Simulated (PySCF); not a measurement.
# C6H16OSi: the cost of one run

Programs: PySCF 2.14.0, with density-fitted response routines of our own. Each step states its level of theory. These are calculated values for one molecule in the gas phase, unless marked as measured. Atoms count from 0, in the outputs and in this text.

### 1 The starting structure

24 atoms, charge 0, multiplicity 1; geometry from: GFN2-xTB.

Bonds of the start (Å): C0–C1 1.53, C1–Si2 1.91, Si2–O3 1.64, Si2–C4 1.92, C4–C5 1.53, Si2–C6 1.90, C6–C7 1.52, C0–H8 1.09, C0–H9 1.09, C0–H10 1.09, C1–H11 1.09, C1–H12 1.09, O3–H13 0.95, C4–H14 1.09, C4–H15 1.09, C5–H16 1.09, C5–H17 1.09, C5–H18 1.09, C6–H19 1.09, C6–H20 1.09, C7–H21 1.09, C7–H22 1.09, C7–H23 1.09.

### 2 Geometry optimisation at PBE0-D3(BJ)/def2-SVP

What the job is given:

```
{"job": {"xc": "PBE0", "basis": "def2-SVP", "d3": "d3bj", "grid": 1, "kind": "geom"}, "charge": 0, "multiplicity": 1}
C      2.838330    -0.406850    -0.587450
C      1.762780     0.667630    -0.452620
Si     0.111970     0.011520     0.260100
O      0.339310    -0.651190     1.742400
C     -0.628720    -1.278920    -0.945740
C     -1.967170    -1.839300    -0.471510
C     -1.099860     1.434260     0.622040
C     -1.523150     2.210640    -0.619760
H      3.759690     0.013270    -0.987630
H      3.062680    -0.848380     0.381450
H      2.509750    -1.198750    -1.256370
H      2.141660     1.460020     0.194400
H      1.601150     1.122360    -1.429480
H      0.909310    -1.406490     1.861290
H      0.070160    -2.108640    -1.071930
H     -0.760860    -0.842780    -1.936000
H     -2.711010    -1.049360    -0.410100
H     -1.867460    -2.283170     0.516200
H     -2.335310    -2.602080    -1.156220
H     -1.986640     1.031090     1.110580
H     -0.646310     2.122930     1.335080
H     -2.016760     1.556340    -1.334230
H     -2.214920     3.010340    -0.360080
H     -0.659390     2.655600    -1.107760
```

Q: Estimate the wall time of this first job on 8 threads of Intel Xeon at 2.50GHz (Skylake/Cascade Lake), shared host.

About 6.4 min.
